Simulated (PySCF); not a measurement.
# B2ClH7N2: the cost of one run

The runs use PySCF 2.14.0, with density-fitted response routines of our own; the level of theory stands in each step. All values are computed, except where a source is named. Atoms are numbered from 0 throughout.

## 1. The molecule as given

12 atoms, charge 0, multiplicity 1; geometry from: GFN2-xTB. The atoms were then displaced at random by about 0.01 Å, so the start is not that level's minimum.

Bonds of the start (Å): Cl0–B1 1.86, B1–N2 1.58, N2–B3 1.64, B3–N4 1.58, N4–B1 1.57, B1–H5 1.18, N2–H6 1.02, N2–H7 0.98, B3–H8 1.17, B3–H9 1.19, N4–H10 0.99, N4–H11 1.03.

## 2. Relaxing the molecule at PBE0-D3(BJ)/def2-SVP

The job: settings as JSON, then the geometry in Å.

```
{"job": {"xc": "PBE0", "basis": "def2-SVP", "d3": "d3bj", "grid": 1, "shake": 0.01, "kind": "geom"}, "charge": 0, "multiplicity": 1}
Cl     0.288370    -2.406940     0.889450
B     -0.035880    -1.015510    -0.297630
N     -1.121010    -0.010580     0.258760
B      0.007730     1.155790     0.049930
N      1.110500     0.056060    -0.216060
H     -0.255770    -1.389190    -1.392700
H     -1.313710    -0.173750     1.243140
H     -1.955260     0.077200    -0.249050
H     -0.256990     1.769900    -0.913490
H      0.159170     1.795690     1.037650
H      1.682710     0.186790    -1.017900
H      1.729820    -0.073730     0.598860
```

The run is started by

```bash
OMP_NUM_THREADS=1 python probes_run.py task.json out
```

One launch serves the whole session: the jobs run in the order shown.

Q: Estimate the wall time and peak memory of this first job on 1 thread of Arm Neoverse V1, shared host.

About 21 s, with a peak of 0.46 GiB.
